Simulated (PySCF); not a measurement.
# C2H7GeN: the cost of one run

The runs use PySCF 2.14.0; levels as typed in each script, gas phase, geometry from GFN2-xTB.

### Step 1. The starting structure

SMILES `C/N=[CH]\[GeH3]`, 11 atoms, charge 0, spin multiplicity 1.

Bond lengths: C1–N2 1.433 Å, C1–H5 1.091 Å, C1–H6 1.089 Å, C1–H7 1.099 Å, N2–C3 1.252 Å, C3–Ge4 1.982 Å, C3–H8 1.088 Å, Ge4–H9 1.500 Å, Ge4–H10 1.496 Å, Ge4–H11 1.494 Å. Angles: N2–C1–H5 111.0°, N2–C1–H6 108.4°, N2–C1–H7 110.9°, H5–C1–H6 109.4°, H5–C1–H7 107.7°, H6–C1–H7 109.3°, C1–N2–C3 120.2°, N2–C3–Ge4 129.0°, N2–C3–H8 115.4°, Ge4–C3–H8 115.6°, C3–Ge4–H9 112.8°, C3–Ge4–H10 113.0°, C3–Ge4–H11 109.3°, H9–Ge4–H10 106.0°, H9–Ge4–H11 107.9°, H10–Ge4–H11 107.6°.

Geometry (Å):

```mol
C2H7GeN
  3D, bonds by distance, orders not assigned

 11 10  0  0  0  0  0  0  0  0999 V2000
    2.1600   -0.7550   -0.0005 C   0  0
    1.8292    0.6389   -0.0002 N   0  0
    0.6310    1.0029    0.0002 C   0  0
   -1.0107   -0.1079   -0.0001 Ge  0  0
    1.7532   -1.2534   -0.8811 H   0  0
    3.2446   -0.8516    0.0019 H   0  0
    1.7491   -1.2551    0.8871 H   0  0
    0.4706    2.0785    0.0002 H   0  0
   -1.1053   -1.0029   -1.1999 H   0  0
   -1.1109   -1.0051    1.1930 H   0  0
   -2.2095    0.7834    0.0038 H   0  0
  1  2  8  0
  2  3  8  0
  3  4  8  0
  1  5  8  0
  1  6  8  0
  1  7  8  0
  3  8  8  0
  4  9  8  0
  4 10  8  0
  4 11  8  0
M  END
```

### Step 2. Excited states (wB97X/def2-svp)

Contents of input.py:

```python
import numpy as np
from pyscf import gto, scf, dft, tdscf
from pyscf.scf import atom_ks, atom_hf
from scipy.linalg import block_diag

def solve(mol, dm0=None, hcore=None):
    mf = (dft.UKS if mol.spin else dft.RKS)(mol, xc='wb97x')
    mf.grids.level = 3
    mf = mf.density_fit(auxbasis='def2-universal-jkfit')
    mf.conv_tol, mf.max_cycle = 1e-8, 80
    if hcore is not None:
        mf.get_hcore = lambda *args: hcore
    mf.kernel(dm0)
    if not mf.converged:
        mf = mf.newton().run(mf.mo_coeff, mf.mo_occ, max_cycle=30)
    assert mf.converged, 'SCF not converged'
    return mf

mol = gto.M(atom='''
C      2.15998    -0.75501    -0.00048
N      1.82921     0.63894    -0.00020
C      0.63100     1.00285     0.00024
Ge    -1.01069    -0.10792    -0.00007
H      1.75320    -1.25343    -0.88113
H      3.24464    -0.85156     0.00188
H      1.74907    -1.25511     0.88711
H      0.47057     2.07849     0.00022
H     -1.10528    -1.00287    -1.19993
H     -1.11087    -1.00515     1.19304
H     -2.20951     0.78337     0.00379
''', basis='def2-svp', charge=0, spin=0, verbose=4)
mf = solve(mol)
td = mf.TDA()
td.nstates, td.singlet, td.conv_tol = 4, True, 1e-5
td.kernel()
td.analyze()
x, y = np.array([p[0] for p in td.xy]), np.array([p[1] + 0 * p[0] for p in td.xy])
f, mu = td.oscillator_strength(), td.transition_dipole()
nto = [td.get_nto(state=i + 1, verbose=4) for i in range(len(td.e))]
# spherically averaged free atoms, for the promolecule
atm = atom_ks.get_atm_nrks(mol, xc='wb97x')
pro = block_diag(*[(atm[a[0]][2] * atm[a[0]][3]) @ atm[a[0]][2].T for a in mol._atom])
np.savez('result.npz', e=td.e, f=f, ok=td.converged, w=[n[0] for n in nto], nto=[n[1] for n in nto], x=x, y=y, c=mf.mo_coeff, occ=mf.mo_occ, eps=mf.mo_energy, pro=pro, mu=mu)
```

Command:

```bash
$ OMP_NUM_THREADS=1 python input.py
```

Q: Estimate wall time and peak memory on 1 thread of Intel Xeon at 2.50GHz (Skylake/Cascade Lake), shared host.

About 6.1 min, with a peak of 0.63 GiB.
